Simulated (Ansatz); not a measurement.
# In3Sb: the cost of one run

Computed with Ansatz 0.2.0 (DFT LDA, scalar-relativistic, plane waves, PAW, unless a step's input says otherwise).

1 further run of the same task is left out (it didn't finish). Runs told in other sessions of the task aren't counted.

**1. The starting structure**

The structure is cubic, space group Pm-3m (No. 221). Conventional cell: a = 4.837 Å, b = 4.837 Å, c = 4.837 Å, α = 90.00°, β = 90.00°, γ = 90.00°. In (site symmetry 4/mmm) has 8 In at 3.42 Å and 4 Sb at 3.42 Å in its first shell of neighbours. Around Sb (site symmetry m-3m) lie 12 In at 3.42 Å.

Structure file:

```cif
data_structure
_symmetry_space_group_name_H-M 'P 1'
_symmetry_Int_Tables_number 1
_cell_length_a 4.8370
_cell_length_b 4.8370
_cell_length_c 4.8370
_cell_angle_alpha 90.000
_cell_angle_beta 90.000
_cell_angle_gamma 90.000
_cell_volume 113.17
loop_
_atom_site_label
_atom_site_type_symbol
_atom_site_fract_x
_atom_site_fract_y
_atom_site_fract_z
_atom_site_occupancy
In1 In 0.50000 0.50000 0.00000 1
In2 In 0.50000 0.00000 0.50000 1
In3 In 0.00000 0.50000 0.50000 1
Sb1 Sb 0.00000 0.00000 0.00000 1
```

The structure comes from the Materials Project (structure only).

(A quick probe on a coarse mesh, which set the mesh and smearing, is not shown.)

**3. Relaxing cell and atoms**

input.yaml reads:

```yaml
crystal:
  lattice:
    - [4.836962, 0.0, 0.0]
    - [0.0, 4.836962, 0.0]
    - [0.0, 0.0, 4.836962]
  atoms:
    - { symbol: In, position: [0.5, 0.5, 0.0] }
    - { symbol: In, position: [0.5, 0.0, 0.5] }
    - { symbol: In, position: [0.0, 0.5, 0.5] }
    - { symbol: Sb, position: [0.0, 0.0, 0.0] }
basis:
  ecutwfc: 420
kpoints:
  mp_grid: { grid: [10, 10, 10] }
hamiltonian:
  xc: lda
scf:
  occupations: { method: gaussian, width: 0.1 }
output:
  forces: true
  stress: true
  eigenvalues: true
  write_density: true
  write_potential: true
  elf: true
  volumetric_format: npy
relax:
  adjacent_minimum: "off"
  f_tol: 0.005
  max_steps: 80
  cell: { stress_tol: 0.05 }
```

On the command line:

```console
$ ansatz run input.yaml --threads 2 --pin off --max-ram 5120MiB --backend cpu --events-out ev --progress --plain --runs-dir out
```

Q: Estimate wall time and peak memory on 2 threads of Arm Neoverse V2, shared host.

About 23 s, with a peak of 0.48 GiB.
